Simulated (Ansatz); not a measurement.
# TaN, space group P-6m2: an all-electron equation of state

Computed with the Python package of Ansatz (0.2.0).

Typed at the interpreter:
```pycon
>>> import ansatz as az
>>> from ase.eos import EquationOfState
>>> from ase.units import GPa
>>> import numpy as np
>>> VECTORS = np.array([
...     [2.938, 0.0, 0.0],
...     [-1.469, 2.544383, 0.0],
...     [0.0, 0.0, 2.883],
... ])
>>> SITES = [
...     ("Ta", (1 / 3, 2 / 3, 0.5)),
...     ("N", (0.0, 0.0, 0.0)),
... ]
>>> def on_lattice(cell):
...     crystal = az.Crystal(lattice=az.Lattice.of(cell))
...     for symbol, position in SITES:
...         crystal = crystal.atom(symbol, position)
...     return crystal
...
>>> volumes, energies = [], []
>>> for scale in np.linspace(0.92, 1.08, 5):
...     cell = VECTORS * scale ** (1 / 3)
...     calc = on_lattice(cell).calculation()
...     calc = calc.functional(az.Functional.LDA)
...     calc = calc.occupations("Fermi-Dirac")
...     calc = calc.kpoints(11, 11, 10)
...     calc = calc.pseudopotentials("all_electron", lapw=True)
...     rep = calc.run().report
...     volumes.append(abs(np.linalg.det(cell)) / len(SITES))
...     energies.append(rep["free_energy_ev"] / len(SITES))
...     print(f"{scale:.3f} {volumes[-1]:9.4f} A^3/atom {energies[-1]:16.5f} eV/atom  (estimated basis error {1000 * rep['lapw_basis_errors']['total_ev_per_atom']:.2f} meV/atom)")
...
0.920    9.9137 A^3/atom    -212901.20527 eV/atom  (estimated basis error 0.08 meV/atom)
0.960   10.3448 A^3/atom    -212901.23737 eV/atom  (estimated basis error 0.08 meV/atom)
1.000   10.7758 A^3/atom    -212901.22542 eV/atom  (estimated basis error 0.08 meV/atom)
1.040   11.2068 A^3/atom    -212901.17805 eV/atom  (estimated basis error 0.08 meV/atom)
1.080   11.6378 A^3/atom    -212901.10224 eV/atom  (estimated basis error 0.08 meV/atom)
>>> v0, e0, bulk = EquationOfState(volumes, energies, eos="birchmurnaghan").fit()
>>> print(f"V0 = {v0:.4f} A^3/atom, B0 = {bulk / GPa:.1f} GPa")
V0 = 10.4296 A^3/atom, B0 = 378.0 GPa
```

A third-order Birch-Murnaghan fit through the 5 points has its minimum at 10.43 Å³ an atom, 3.2 % below the typed cell, with a bulk modulus of 378 GPa and dB/dP = 4.3. From that minimum the energy rises by 32.9 meV an atom on the compressed side and 136.0 meV on the expanded side.

All-electron totals depend on functional, relativistic treatment and basis; only differences at equal settings carry meaning. Spin is left out of this run. Shape and fractional positions are held along the curve, so the bulk modulus is an upper value where they are free to relax. For a metal this k-point mesh is coarse: on a finer one energies can move by several to tens of meV an atom and pressures by half a GPa or more, differences at one mesh by less. Spin-orbit coupling, which matters for elements this heavy, is left out. The structure is a deposited one; some such entries were measured under pressure or heat, so a shift against it needn't be the functional's error alone. It ran for 3.8 min on 1 thread of Arm Neoverse V1, with other jobs on the host, peak memory 0.54 GiB.
